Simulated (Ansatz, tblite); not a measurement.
# 1-ethyl-3-methylimidazolium mesylate (C₇H₁₄N₂O₃S): rung by rung

An exercise on one series of results from a longer session: the logs are not shown, and one member is left open.

The runs use Ansatz 0.2.0, Gaussian basis; as each input shows.

The runs, in order: GFN1-xTB, GFN2-xTB, PBE-D4/def2-TZVP, r2SCAN-D4/def2-TZVP, r2SCANh-D4/def2-TZVP, B97M-V/def2-TZVP, PBE-D4/def2-SVP, PBE0-D4/def2-SVP, HF/6-31G, B3LYP-D4/6-31G, MP2/def2-SVP, RPA/def2-SVP.

4 further runs of the same task are left out: 4 that didn't finish.

**The structure**

The singlet was relaxed beforehand with PBE-D4/def2-SVP.

SMILES `CCn1cc[n+](C)c1.CS(=O)(=O)[O-]`, 27 atoms, charge 0, spin multiplicity 1.

Bond lengths: C1–C2 1.524 Å, C1–H9 1.108 Å, C1–H10 1.110 Å, C1–H11 1.109 Å, C2–N3 1.472 Å, C2–H12 1.115 Å, C2–H13 1.107 Å, N3–C4 1.381 Å, N3–C8 1.345 Å, C4–C5 1.376 Å, C4–H14 1.093 Å, C5–N6 1.382 Å, C5–H15 1.093 Å, N6–C7 1.461 Å, N6–C8 1.345 Å, C7–H16 1.115 Å, C7–H17 1.108 Å, C7–H18 1.105 Å and more. Angles: C2–C1–H9 109.4°, C2–C1–H10 112.3°, C2–C1–H11 110.9°, H9–C1–H10 108.2°, H9–C1–H11 107.2°, H10–C1–H11 108.7°, C1–C2–N3 112.7°, C1–C2–H12 111.2°, C1–C2–H13 111.7°, N3–C2–H12 105.0°, N3–C2–H13 106.4°, H12–C2–H13 109.5°, C2–N3–C4 127.1°, C2–N3–C8 123.6°, C4–N3–C8 108.6°, N3–C4–C5 107.1°, N3–C4–H14 122.0°, C5–C4–H14 130.9° and more.

PBE0-D4/def2-TZVP was run before; its log isn't repeated, and its numbers join the tables.

Set-up of the first run:

Tight binding, by tblite at 300 K electronic temperature and without a spin-polarisation term:

```python
tblite.interface.Calculator('GFN1-xTB', numbers, positions, charge=0, uhf=0).singlepoint()
```

Tight binding, by tblite at 300 K electronic temperature and without a spin-polarisation term:

```python
tblite.interface.Calculator('GFN2-xTB', numbers, positions, charge=0, uhf=0).singlepoint()
```

start.molden holds the orbitals of an earlier run on this state, given as this run's starting guess.

File in.yaml:

```yaml
crystal:
  periodic: [false, false, false]
  atoms:
    - {symbol: C, position_ang: [2.871556, 1.551472, 0.601836]}
    - {symbol: C, position_ang: [2.162689, 0.207287, 0.710291]}
    - {symbol: N, position_ang: [0.799506, 0.325929, 1.251838]}
    - {symbol: C, position_ang: [0.325314, -0.202701, 2.436685]}
    - {symbol: C, position_ang: [-1.039547, -0.030977, 2.438341]}
    - {symbol: N, position_ang: [-1.368942, 0.603856, 1.255844]}
    - {symbol: C, position_ang: [-2.708998, 0.828656, 0.717946]}
    - {symbol: C, position_ang: [-0.243761, 0.792614, 0.543226]}
    - {symbol: H, position_ang: [3.892824, 1.396872, 0.201641]}
    - {symbol: H, position_ang: [2.956563, 2.062411, 1.583155]}
    - {symbol: H, position_ang: [2.341574, 2.222749, -0.103684]}
    - {symbol: H, position_ang: [2.034569, -0.263802, -0.292701]}
    - {symbol: H, position_ang: [2.704723, -0.489016, 1.379524]}
    - {symbol: H, position_ang: [0.989082, -0.667087, 3.171140]}
    - {symbol: H, position_ang: [-1.795940, -0.314661, 3.175249]}
    - {symbol: H, position_ang: [-2.679919, 0.519420, -0.352880]}
    - {symbol: H, position_ang: [-2.992011, 1.895681, 0.810249]}
    - {symbol: H, position_ang: [-3.424559, 0.205766, 1.283718]}
    - {symbol: H, position_ang: [-0.203438, 1.169689, -0.486834]}
    - {symbol: C, position_ang: [-0.675495, -2.063629, -3.253707]}
    - {symbol: S, position_ang: [-0.485553, -0.929399, -1.856378]}
    - {symbol: O, position_ang: [-1.574023, 0.110243, -2.034678]}
    - {symbol: O, position_ang: [-0.647995, -1.758693, -0.612819]}
    - {symbol: O, position_ang: [0.896849, -0.332082, -2.009702]}
    - {symbol: H, position_ang: [-0.562403, -1.483245, -4.187607]}
    - {symbol: H, position_ang: [0.109002, -2.839018, -3.176088]}
    - {symbol: H, position_ang: [-1.681658, -2.518316, -3.193605]}
basis:
  gaussian: {orbitals: def2-TZVP, initial_orbitals: start.molden}
hamiltonian: {xc: pbe, dispersion: d4}
scf: {omitted_lower_state_checks: [starts]}
output: {forces: true, orbitals: {seedname: orbitals}}
```

Launch:

```console
> ansatz run in.yaml --threads 4 --pin off --events-out ev --progress --plain --max-ram 6963MiB
```

Steps of the session up to this table: PBE-D4/def2-TZVP; r2SCAN-D4/def2-TZVP; r2SCANh-D4/def2-TZVP; B97M-V/def2-TZVP; PBE-D4/def2-SVP; PBE0-D4/def2-SVP; HF/6-31G; B3LYP-D4/6-31G; MP2/def2-SVP; RPA/def2-SVP.

One of the session's tables, all rows but one given; the rest of the session is left out.

It belongs to the step «Binding energy». 

```
               level  binding an atom (eV)
            HF/6-31G                 2.359
         HF/def2-SVP                 2.869
     PBE-D4/def2-SVP                 4.367
    PBE-D4/def2-TZVP                 4.368
 r2SCAN-D4/def2-TZVP                 4.229
    B97M-V/def2-TZVP                 4.203
r2SCANh-D4/def2-TZVP                 4.189
      B3LYP-D4/6-31G                 3.810
    PBE0-D4/def2-SVP                     ?
   PBE0-D4/def2-TZVP                 4.244
        MP2/def2-SVP                 4.014
```

**Question.** Estimate the row for PBE0-D4/def2-SVP.

As computed: binding an atom (eV): 4.240. In the column «binding an atom (eV)» it lies between r2SCAN-D4/def2-TZVP (4.229) and PBE0-D4/def2-TZVP (4.244).

Caveats from the session: Free atoms were run apart at each level; binding is atoms less cluster, divided by the number of atoms, without zero-point or spin-orbit terms.
